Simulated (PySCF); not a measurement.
# C₆H₈N₂: a tour of settings

Which settings matter for C₆H₈N₂ (`Cc1cnncc1C`)?

Computed with PySCF 2.14.0, with density-fitted response routines of our own, on a single molecule, in the gas phase or a continuum. Atoms are numbered from 0 throughout.

**1. The molecule as given**

16 atoms, charge 0, multiplicity 1; geometry from: GFN2-xTB.

Bonds of the start (Å): C0–C1 1.49, C1–C2 1.40, C2–N3 1.32, N3–N4 1.30, N4–C5 1.32, C5–C6 1.40, C6–C7 1.49, C6–C1 1.39, C0–H8 1.09, C0–H9 1.09, C0–H10 1.09, C2–H11 1.08, C5–H12 1.08, C7–H13 1.09, C7–H14 1.09, C7–H15 1.09.

**2. NMR shieldings: PBE0/pcSseg-1**

What the job is given:

```
{"job": {"kind": "nmr", "xc": "PBE0", "basis": "pcSseg-1"}, "charge": 0, "multiplicity": 1}
C      0.408934    -1.828325    -0.052482
C     -0.398862    -0.574655    -0.112447
C     -1.772171    -0.598397    -0.366954
N     -2.525032     0.480481    -0.428268
N     -1.998194     1.654393    -0.249315
C     -0.708944     1.770287    -0.006324
C      0.166568     0.684972     0.078650
C      1.621261     0.870905     0.356119
H     -0.218263    -2.698710    -0.227643
H      0.884073    -1.927721     0.923313
H      1.197837    -1.805537    -0.804045
H     -2.291536    -1.533439    -0.529173
H     -0.353300     2.783261     0.128013
H      1.903820     0.343686     1.267137
H      1.859140     1.925283     0.472003
H      2.217069     0.462458    -0.459995
```

With the program's defaults for keys left out, this is: GIAO PBE0/pcSseg-1 NMR shielding, non-relativistic, gas phase.

Command:

```
> OMP_NUM_THREADS=1 python probes_run.py task.json out
```

This one command runs all jobs of the session in turn.

Log:

```text
coarse grid: 13600 points
cycle   1  E = -342.3975453711  dE =  1.352e+00  |g| = 3.586e-01  |ddm| = 3.936e+00
cycle   2  E = -342.4084843422  dE = -1.094e-02  |g| = 3.052e-01  |ddm| = 9.813e-01
cycle   3  E = -342.4294453536  dE = -2.096e-02  |g| = 9.041e-02  |ddm| = 4.103e-01
cycle   4  E = -342.4307394016  dE = -1.294e-03  |g| = 4.461e-02  |ddm| = 1.051e-01
cycle   5  E = -342.4312150524  dE = -4.757e-04  |g| = 8.503e-03  |ddm| = 6.560e-02
cycle   6  E = -342.4312320295  dE = -1.698e-05  |g| = 3.598e-03  |ddm| = 1.421e-02
cycle   7  E = -342.4312351198  dE = -3.090e-06  |g| = 4.928e-04  |ddm| = 3.333e-03
final grid: 132208 points
cycle   8  E = -342.4764103792  dE = -4.272e-05  |g| = 7.271e-03  |ddm| = 4.459e-02
cycle   9  E = -342.4764110979  dE = -7.187e-07  |g| = 7.240e-03  |ddm| = 1.702e-02
cycle  10  E = -342.4764238051  dE = -1.271e-05  |g| = 1.043e-03  |ddm| = 7.982e-03
cycle  11  E = -342.4764240287  dE = -2.236e-07  |g| = 3.414e-04  |ddm| = 1.342e-03
cycle  12  E = -342.4764240526  dE = -2.396e-08  |g| = 1.291e-04  |ddm| = 5.410e-04
cycle  13  E = -342.4764240569  dE = -4.298e-09  |g| = 2.193e-05  |ddm| = 1.581e-04
cycle  14  E = -342.4764240570  dE = -1.055e-10  |g| = 6.446e-06  |ddm| = 2.119e-05
converged SCF energy = -342.4764240570

GIAO shielding tensors (ppm)
atom      isotropic    diamagn.    paramagn.     s11        s22        s33       span
  0 C      168.586     247.435     -78.849    159.630    161.994    184.135     24.504
  1 C       47.615     264.927    -217.312    -62.056     25.028    179.873    241.929
  2 C       31.227     247.729    -216.502    -93.569     53.821    133.428    226.996
  3 N     -191.678     322.845    -514.523   -614.087   -207.762    246.816    860.904
  4 N     -191.718     322.844    -514.562   -614.233   -207.757    246.838    861.071
  5 C       31.213     247.725    -216.512    -93.610     53.824    133.426    227.036
  6 C       47.587     264.937    -217.350    -62.075     24.958    179.879    241.955
  7 C      168.575     247.437     -78.863    159.634    161.955    184.135     24.501
  8 H       29.494      29.681      -0.187     24.487     28.167     35.828     11.342
  9 H       29.404      29.970      -0.566     24.627     28.604     34.980     10.353
 10 H       29.404      29.974      -0.570     24.634     28.602     34.976     10.341
 11 H       22.419      31.045      -8.627     18.753     19.561     28.942     10.189
 12 H       22.415      31.038      -8.623     18.749     19.561     28.936     10.187
 13 H       29.403      29.972      -0.569     24.629     28.603     34.976     10.347
 14 H       29.493      29.678      -0.185     24.485     28.166     35.828     11.342
 15 H       29.404      29.977      -0.573     24.630     28.610     34.971     10.341
```

Wall time 18 s (1 thread of Arm Neoverse V2, shared host); peak memory 0.79 GiB.

Shifts follow as δ = σ(reference) − σ, with reference shieldings (ppm) from runs at the same level and on the same kind of geometry: 1H TMS 31.72, 13C TMS 186.9, 15N NH3 267.7. The references are single molecules in the gas phase, so shifts against H2O, NH3, PH3, H3PO4 or CFCl3 are not on the usual liquid scales and can be off by tens of ppm. Atoms listed in one row are averaged.

```csv
atoms,environment,σ (ppm),δ (ppm),δ scaled to CDCl3
"C2, C5",aromatic CH next to a ring nitrogen,31.2,155.7,150.1
"C1, C6",substituted aromatic carbon,47.6,139.3,134.1
"C0, C7",methyl carbon on an aromatic ring,168.6,18.3,16.0
"H11, H12",hydrogen on an aromatic CH next to a ring nitrogen,22.42,9.30,8.87
"H8, H9, H10, H13, H14, H15",hydrogen on a methyl carbon on an aromatic ring,29.43,2.28,2.26
"N3, N4",pyridine-type ring nitrogen,-191.7,459.4,–
```

The scaled column applies a straight-line fit of computed shieldings to shifts measured in CDCl3 (root-mean-square error 0.16 ppm for H, 1.9 ppm for C).

The run also stored atomic charges by several schemes (e):

```csv
atoms,Mulliken,IAO,Hirshfeld,ESP fit
"C0, C7",-0.11,-0.43,-0.11,-0.82
"C1, C6",-0.34,0.00,0.01,0.13
"C2, C5",0.18,-0.04,0.00,0.29
"N3, N4",-0.23,-0.16,-0.12,-0.35
```

Mayer bond orders: C0–C1 1.10, C1–C2 1.35, C2–N3 1.53, N3–N4 1.31, N4–C5 1.53, C5–C6 1.35, C6–C7 1.10, C6–C1 1.38.

Ring of atoms C1, C2, N3, N4, C5, C6: NICS(0) -5.9, NICS(1) -11.6, NICS(1)zz -28.0 ppm (means of both faces).

**3. TDDFT and polarisability: PBE0/def2-SVPD**

Same as in step 2 but for these lines:

```diff
@@ -1,2 +1,2 @@
-{"job": {"kind": "nmr", "xc": "PBE0", "basis": "pcSseg-1"}, "charge": 0, "multiplicity": 1}
+{"job": {"kind": "uv", "xc": "PBE0", "basis": "def2-SVPD", "nstates": 6, "ntriplets": 2}, "charge": 0, "multiplicity": 1}
 C      0.408934    -1.828325    -0.052482
```

Level: TDDFT PBE0/def2-SVPD, vertical, gas phase, core orbitals frozen in the response.

Log:

```text
coarse grid: 13600 points
cycle   1  E = -342.2129811921  dE =  1.276e+00  |g| = 3.374e-01  |ddm| = 8.599e+00
cycle   2  E = -342.2234302285  dE = -1.045e-02  |g| = 2.918e-01  |ddm| = 3.821e+00
cycle   3  E = -342.2429905781  dE = -1.956e-02  |g| = 9.023e-02  |ddm| = 1.544e+00
cycle   4  E = -342.2443403912  dE = -1.350e-03  |g| = 4.432e-02  |ddm| = 3.395e-01
cycle   5  E = -342.2448216583  dE = -4.813e-04  |g| = 8.757e-03  |ddm| = 1.967e-01
cycle   6  E = -342.2448404626  dE = -1.880e-05  |g| = 3.573e-03  |ddm| = 4.695e-02
cycle   7  E = -342.2448436051  dE = -3.142e-06  |g| = 4.293e-04  |ddm| = 1.052e-02
final grid: 132208 points
cycle   8  E = -342.2890886643  dE = -4.571e-05  |g| = 6.926e-03  |ddm| = 2.529e-01
cycle   9  E = -342.2890889129  dE = -2.486e-07  |g| = 7.016e-03  |ddm| = 7.790e-02
cycle  10  E = -342.2891013257  dE = -1.241e-05  |g| = 1.126e-03  |ddm| = 3.494e-02
cycle  11  E = -342.2891015990  dE = -2.733e-07  |g| = 3.338e-04  |ddm| = 3.951e-03
cycle  12  E = -342.2891016230  dE = -2.399e-08  |g| = 1.271e-04  |ddm| = 1.656e-03
cycle  13  E = -342.2891016273  dE = -4.224e-09  |g| = 2.388e-05  |ddm| = 5.064e-04
cycle  14  E = -342.2891016274  dE = -1.367e-10  |g| = 4.888e-06  |ddm| = 8.395e-05
converged SCF energy = -342.2891016274

Static polarisability (au): isotropic 81.084, principal 53.170 93.262 96.818

Singlet excitations
state   eV       nm        f      main configurations
  1   3.5415    350.1   0.00391   H->L 0.99
  2   3.9941    310.4   0.00000   H->L+1 1.00
  3   5.7519    215.6   0.00905   H-2->L 0.60, H-1->L+1 0.40
  4   5.9064    209.9   0.00000   H-3->L 0.99
  5   5.9377    208.8   0.00162   H->L+2 0.97
  6   6.3178    196.2   0.04334   H-1->L 0.75, H-2->L+1 0.23

Triplet excitations (Tamm-Dancoff, eV): 2.7574 3.6297
```

Run time: 28 s. Hardware: 1 thread of Arm Neoverse V2, shared host; peak memory 0.89 GiB.

The orbitals next to the gap, with their largest atomic shares:

```csv
orbital,eV,atoms
HOMO−3,-8.82,"N4 29 %, N3 29 %, C2 9 %"
HOMO−2,-8.23,"C2 23 %, C5 23 %, N4 15 %"
HOMO−1,-8.18,"C6 23 %, C1 23 %, N3 12 %"
HOMO,-6.39,"N3 39 %, N4 39 %, C2 8 %"
LUMO,-1.15,"N4 20 %, N3 20 %, C1 18 %"
LUMO+1,-0.70,"C2 22 %, C5 22 %, C6 12 %"
LUMO+2,0.38,"C7 18 %, C0 18 %, H15 8 %"
```

With each of the 6 states as a Gaussian band of 0.4 eV half-width at 1/e, the curve within the window shown has maxima at 350 nm (ε 160), 197 nm (ε 1,800) L/(mol cm). Beyond the last state computed it falls off for lack of states. The curve at chosen wavelengths:

```
 nm  ε (L/mol/cm)
187          1007
196          1832
206          1271
215           666
224           324
234           104
243            26
253             4
262             1
271             0
281             1
290             6
299            17
309            41
318            73
327           108
337           142
346           157
355           156
365           138
374           114
384            85
393            61
402            42
412            27
421            17
```

Ground-state properties from the same run:

```csv
property,computed
dipole moment (D),5.15
polarisability (Å³),12.02
HOMO–LUMO gap (eV),5.23
−ε(HOMO) (eV),6.39
```

**4. Indirect couplings: PBE0/6-31G-J in methanol**

Same as in step 3 but for these lines:

```diff
@@ -1,2 +1,2 @@
-{"job": {"kind": "uv", "xc": "PBE0", "basis": "def2-SVPD", "nstates": 6, "ntriplets": 2}, "charge": 0, "multiplicity": 1}
+{"job": {"kind": "j", "xc": "PBE0", "basis": "6-31G-J", "solvent": "methanol", "scf": {"level_shift": 0.2}}, "charge": 0, "multiplicity": 1}
 C      0.408934    -1.828325    -0.052482
```

Method: PBE0/6-31G-J indirect spin-spin coupling, non-relativistic, IEF-PCM methanol.

Log:

```text
final grid: 132208 points
cycle   1  E = -342.4537161449  dE =  1.414e+00  |g| = 3.086e-01  |ddm| = 4.088e+00
cycle   2  E = -342.4756066774  dE = -2.189e-02  |g| = 1.939e-01  |ddm| = 7.234e-01
cycle   3  E = -342.4837014176  dE = -8.095e-03  |g| = 3.746e-02  |ddm| = 2.251e-01
cycle   4  E = -342.4840107994  dE = -3.094e-04  |g| = 1.081e-02  |ddm| = 6.223e-02
cycle   5  E = -342.4840453719  dE = -3.457e-05  |g| = 2.288e-03  |ddm| = 2.064e-02
cycle   6  E = -342.4840481273  dE = -2.755e-06  |g| = 6.863e-04  |ddm| = 7.638e-03
cycle   7  E = -342.4840484990  dE = -3.717e-07  |g| = 3.125e-04  |ddm| = 2.888e-03
cycle   8  E = -342.4840485776  dE = -7.858e-08  |g| = 1.101e-04  |ddm| = 1.053e-03
cycle   9  E = -342.4840485939  dE = -1.635e-08  |g| = 6.171e-05  |ddm| = 4.292e-04
cycle  10  E = -342.4840485981  dE = -4.160e-09  |g| = 2.421e-05  |ddm| = 1.663e-04
cycle  11  E = -342.4840485991  dE = -9.776e-10  |g| = 1.049e-05  |ddm| = 7.885e-05
level shift removed, Fock matrix diagonalised once more
converged SCF energy = -342.4840485991

Indirect spin-spin couplings (Hz)
  i      j    bonds     total        FC       PSO       DSO        SD
  0 C    1 C    1     42.722    43.889    -1.415     0.249         -
  0 C    2 C    2      3.231     3.508    -0.283     0.006         -
  0 C    3 N    3     -0.028     0.052    -0.068     0.029    -0.041
  0 C    4 N    4     -0.225    -0.167    -0.052     0.030    -0.035
  0 C    5 C    3      1.756     1.674     0.150    -0.068         -
  0 C    6 C    2      0.716     1.042    -0.335     0.010         -
  0 C    7 C    3      3.042     3.040    -0.019     0.020         -
  0 C    8 H    1    130.204   128.238     1.187     0.779         -
  0 C    9 H    1    128.850   126.837     1.212     0.801         -
  0 C   10 H    1    128.701   126.687     1.212     0.802         -
  0 C   11 H    3      3.721     3.719    -0.041     0.043         -
  0 C   12 H    4      0.910     1.077     0.170    -0.336         -
  0 C   13 H    4     -0.573    -0.677    -0.050     0.154         -
  0 C   14 H    4      0.516     0.683     0.148    -0.315         -
  0 C   15 H    4     -0.571    -0.675    -0.050     0.154         -
  1 C    2 C    1     50.501    57.124    -6.934     0.311         -
  1 C    3 N    2      1.915     2.134    -0.623     0.002     0.402
  1 C    4 N    3     -8.327    -6.037    -0.804    -0.001    -1.486
  1 C    5 C    2     -1.077    -1.866     0.755     0.034         -
  1 C    6 C    1     51.398    58.605    -7.534     0.326         -
  1 C    7 C    2      0.717     1.042    -0.335     0.010         -
  1 C    8 H    2     -6.082    -5.695    -0.367    -0.019         -
  1 C    9 H    2     -7.867    -7.839    -0.046     0.017         -
  1 C   10 H    2     -7.907    -7.882    -0.045     0.020         -
  1 C   11 H    2      4.621     5.801    -0.989    -0.191         -
  1 C   12 H    3      5.323     5.568     0.207    -0.452         -
  1 C   13 H    3      3.686     3.857    -0.226     0.055         -
  1 C   14 H    3      8.273     8.575     0.079    -0.381         -
  1 C   15 H    3      3.688     3.857    -0.226     0.057         -
  2 C    3 N    1     12.810     6.575     6.958    -0.114    -0.608
  2 C    4 N    2      5.892     4.649     0.660     0.018     0.565
  2 C    5 C    3     16.452    15.569     0.867     0.016         -
  2 C    6 C    2     -1.076    -1.865     0.755     0.034         -
  2 C    7 C    3      1.759     1.677     0.150    -0.068         -
  2 C    8 H    3      6.686     6.803    -0.332     0.215         -
  2 C    9 H    3      4.838     5.057     0.027    -0.246         -
  2 C   10 H    3      4.816     5.034     0.026    -0.244         -
  2 C   11 H    1    187.570   186.720    -0.292     1.142         -
  2 C   12 H    4     -2.167    -1.894     0.199    -0.473         -
  2 C   13 H    4     -1.900    -1.767     0.090    -0.223         -
  2 C   14 H    4      0.634     0.803     0.144    -0.313         -
  2 C   15 H    4     -1.902    -1.769     0.090    -0.222         -
  3 N    4 N    1    -30.395   -24.732    -5.517     0.049    -0.195
  3 N    5 C    2      5.894     4.651     0.661     0.018     0.565
  3 N    6 C    3     -8.328    -6.038    -0.803    -0.001    -1.486
  3 N    7 C    4     -0.225    -0.168    -0.052     0.030    -0.035
  3 N    8 H    4      0.182     0.085     0.015     0.085    -0.003
  3 N    9 H    4      0.731     0.600     0.015     0.116    -0.000
  3 N   10 H    4      0.729     0.598     0.015     0.116    -0.001
  3 N   11 H    2    -13.705   -15.238     1.399     0.088     0.047
  3 N   12 H    3     -4.349    -4.953     0.321     0.247     0.035
  3 N   13 H    5     -0.837    -0.997     0.021     0.106     0.032
  3 N   15 H    5     -0.839    -0.999     0.021     0.106     0.032
  4 N    5 C    1     12.823     6.586     6.959    -0.114    -0.608
  4 N    6 C    2      1.914     2.133    -0.623     0.002     0.402
  4 N    7 C    3     -0.027     0.053    -0.068     0.029    -0.041
  4 N    9 H    5     -0.835    -0.994     0.021     0.106     0.032
  4 N   10 H    5     -0.840    -1.000     0.021     0.106     0.032
  4 N   11 H    3     -4.354    -4.957     0.321     0.247     0.035
  4 N   12 H    2    -13.710   -15.244     1.398     0.088     0.047
  4 N   13 H    4      0.732     0.601     0.015     0.116    -0.000
  4 N   14 H    4      0.183     0.086     0.015     0.085    -0.003
  4 N   15 H    4      0.729     0.598     0.015     0.116    -0.000
  5 C    6 C    1     50.506    57.128    -6.933     0.310         -
  5 C    7 C    2      3.232     3.509    -0.283     0.006         -
  5 C    8 H    4      0.633     0.802     0.144    -0.313         -
  5 C    9 H    4     -1.896    -1.763     0.090    -0.223         -
  5 C   10 H    4     -1.905    -1.773     0.090    -0.223         -
  5 C   11 H    4     -2.168    -1.894     0.199    -0.473         -
  5 C   12 H    1    187.647   186.797    -0.291     1.141         -
  5 C   13 H    3      4.831     5.050     0.027    -0.245         -
  5 C   14 H    3      6.677     6.794    -0.332     0.215         -
  5 C   15 H    3      4.826     5.044     0.026    -0.245         -
  6 C    7 C    1     42.701    43.868    -1.416     0.249         -
  6 C    8 H    3      8.272     8.574     0.079    -0.381         -
  6 C    9 H    3      3.687     3.858    -0.226     0.055         -
  6 C   10 H    3      3.677     3.847    -0.226     0.056         -
  6 C   11 H    3      5.323     5.568     0.207    -0.452         -
  6 C   12 H    2      4.625     5.805    -0.989    -0.191         -
  6 C   13 H    2     -7.887    -7.860    -0.045     0.018         -
  6 C   14 H    2     -6.081    -5.694    -0.367    -0.019         -
  6 C   15 H    2     -7.886    -7.860    -0.046     0.019         -
  7 C    8 H    4      0.517     0.684     0.148    -0.315         -
  7 C    9 H    4     -0.570    -0.674    -0.050     0.153         -
  7 C   10 H    4     -0.574    -0.677    -0.050     0.154         -
  7 C   11 H    4      0.911     1.078     0.170    -0.337         -
  7 C   12 H    3      3.719     3.718    -0.041     0.043         -
  7 C   13 H    1    128.744   126.731     1.212     0.802         -
  7 C   14 H    1    130.286   128.321     1.186     0.779         -
  7 C   15 H    1    128.733   126.719     1.212     0.802         -
  8 H    9 H    2    -17.467   -16.116     1.013    -2.364         -
  8 H   10 H    2    -17.455   -16.102     1.013    -2.366         -
  8 H   11 H    4      0.661    -0.392    -0.766     1.819         -
  8 H   12 H    5     -0.228     0.596     0.569    -1.394         -
  8 H   13 H    5     -0.350     0.244     0.423    -1.017         -
  8 H   14 H    5     -0.589     0.280     0.640    -1.509         -
  8 H   15 H    5     -0.352     0.242     0.422    -1.016         -
  9 H   10 H    2    -22.771   -21.736     1.154    -2.190         -
  9 H   11 H    4     -1.982    -1.400     0.392    -0.975         -
  9 H   13 H    5      2.236     1.150    -0.897     1.984         -
  9 H   14 H    5     -0.352     0.242     0.423    -1.017         -
  9 H   15 H    5      2.618     2.503    -0.120     0.235         -
 10 H   11 H    4     -1.984    -1.405     0.390    -0.969         -
 10 H   13 H    5      2.626     2.512    -0.120     0.234         -
 10 H   14 H    5     -0.351     0.243     0.422    -1.016         -
 10 H   15 H    5      2.248     1.157    -0.901     1.992         -
 11 H   14 H    5     -0.228     0.596     0.570    -1.394         -
 12 H   13 H    4     -1.985    -1.404     0.391    -0.973         -
 12 H   14 H    4      0.661    -0.392    -0.765     1.818         -
 12 H   15 H    4     -1.985    -1.404     0.391    -0.972         -
 13 H   14 H    2    -17.445   -16.092     1.014    -2.367         -
 13 H   15 H    2    -22.810   -21.779     1.153    -2.184         -
 14 H   15 H    2    -17.423   -16.069     1.014    -2.368         -
```

Wall time 21 s (1 thread of Arm Neoverse V2, shared host); peak memory 0.96 GiB.

A choice of the couplings up to four bonds, sorted by the number of bonds, with means over like pairs; isotopes 13C, 1H, 15N:

```csv
pair,bonds,J (Hz),Fermi contact (Hz),dihedral (°)
C2–H11,1,187.6,186.8,–
C0–H8,1,129.3,127.3,–
C1–C6,1,51.4,58.6,–
C1–C2,1,50.5,57.1,–
C0–C1,1,42.7,43.9,–
N3–N4,1,-30.4,-24.7,–
C2–N3,1,12.8,6.6,–
H8–H9,2,-19.2,-18.0,–
N3–H11,2,-13.7,-15.2,–
C1–H8,2,-7.3,-7.1,–
C2–N4,2,5.9,4.7,–
C1–H11,2,4.6,5.8,–
C0–C2,2,3.2,3.5,–
C1–N3,2,1.9,2.1,–
C1–C5,2,-1.1,-1.9,–
C2–C5,3,16.5,15.6,–
C1–N4,3,-8.3,-6.0,–
C2–H8,3,5.4,5.6,–
C1–H12,3,5.3,5.6,-180
C1–H13,3,5.2,5.4,–
N3–H12,3,-4.4,-5.0,180
C0–H11,3,3.7,3.7,0
C0–C7,3,3.0,3.0,0
C0–C5,3,1.8,1.7,180
C2–H12,4,-2.2,-1.9,–
H8–H11,4,-1.1,-1.1,–
C2–H13,4,-1.1,-0.9,–
```

The spin-dipole term was solved for some atoms only; pairs without it lack that part.

Quadrupole couplings from the field gradients of the same density:

```csv
atom,isotope,eQq/h (MHz),η
N4,14N,-5.744,0.01
N3,14N,-5.744,0.01
```

Shifts (PBE0/pcSseg-1, unscaled) and these couplings together give the proton spectrum at 400 MHz below.

1H NMR δ 9.30 (q, J = 1.1 Hz, 2H), 2.28 (d, J = 1.1 Hz, 6H). The letters are first-order; like nuclei with unlike couplings give more lines.

(Part 1 of 2 ends here.)
